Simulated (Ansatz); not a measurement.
# HfN: the cost of one run

Computed with Ansatz 0.2.0 (DFT PBEsol, scalar-relativistic, plane waves, PAW, unless a step's input says otherwise).

2 further runs of the same task are left out: 2 set aside as unsound or not needed.

### 1 Starting point

The structure is cubic, space group Fm-3m (No. 225). The conventional cell has a = 4.502 Å, b = 4.502 Å, c = 4.502 Å, α = 90.00°, β = 90.00°, γ = 90.00°. Hf (site symmetry m-3m) is surrounded by 6 N at 2.25 Å. N (site symmetry m-3m) is surrounded by 6 Hf at 2.25 Å.

As a file:

```
CELL_PARAMETERS angstrom
0.00000 2.25078 2.25078
2.25078 0.00000 2.25078
2.25078 2.25078 0.00000
ATOMIC_POSITIONS crystal
Hf 0.00000 0.00000 0.00000
N 0.50000 0.50000 0.50000
```

It is the result of an earlier relaxation at this level (volume 11.40 Å³/atom; gap on the mesh: none (metal)).

### 2 Cutting the slab

Planes are indexed in the bulk's conventional cell (Fm-3m (No. 225)), a = 4.502 Å, b = 4.502 Å, c = 4.502 Å, α = 90.00°, β = 90.00°, γ = 90.00°.

A (100) slab, 6.8 Å thick as cut, with 17 Å of vacuum; its outer planes are HfN (top) and HfN (bottom).

The slab as cut. Its planes from the bottom up:

```tsv
plane	atoms per cell	height over the lowest (Å)
1	HfN	0.00
2	HfN	2.25
3	HfN	4.50
4	HfN	6.75
```

### 3 The clean surface, relaxed

The input, input.yaml:

```yaml
crystal:
  lattice:
    - [3.1830776025, 0.0, 0.0]
    - [0.0, 3.1830776025, 0.0]
    - [0.0, 0.0, 23.7523272733]
  atoms:
    - { symbol: Hf, position: [0.5, 0.5, 0.35785967] }
    - { symbol: "N", position: [0.0, 0.0, 0.35785967] }
    - { symbol: Hf, position: [0.0, 0.0, 0.45261989] }
    - { symbol: "N", position: [0.5, 0.5, 0.45261989] }
    - { symbol: Hf, position: [0.5, 0.5, 0.54738011] }
    - { symbol: "N", position: [0.0, 0.0, 0.54738011] }
    - { symbol: Hf, position: [0.0, 0.0, 0.64214033] }
    - { symbol: "N", position: [0.5, 0.5, 0.64214033] }
basis:
  ecutwfc: 420
kpoints:
  mp_grid: { grid: [9, 9, 1] }
hamiltonian:
  xc: pbesol
scf:
  occupations: { method: gaussian, width: 0.1 }
output:
  forces: true
  eigenvalues: true
  write_density: true
  write_potential: true
  elf: true
  volumetric_format: npy
relax:
  adjacent_minimum: "off"
  f_tol: 0.03
  max_steps: 70
  constraints: [{ sites: [0, 1, 2, 3] }]
efield:
  axis: 3
  dipole_correction: true
  ramp_width: 0.04
```

Run with:

```sh
> ansatz run input.yaml --threads 2 --pin off --max-ram 5120MiB --backend cpu --events-out ev --progress --plain --runs-dir out
```

**Question.** How long does this run take on 2 threads of Arm Neoverse V1, shared host, and how much memory does it need?

About 1.8 min, with a peak of 0.62 GiB.
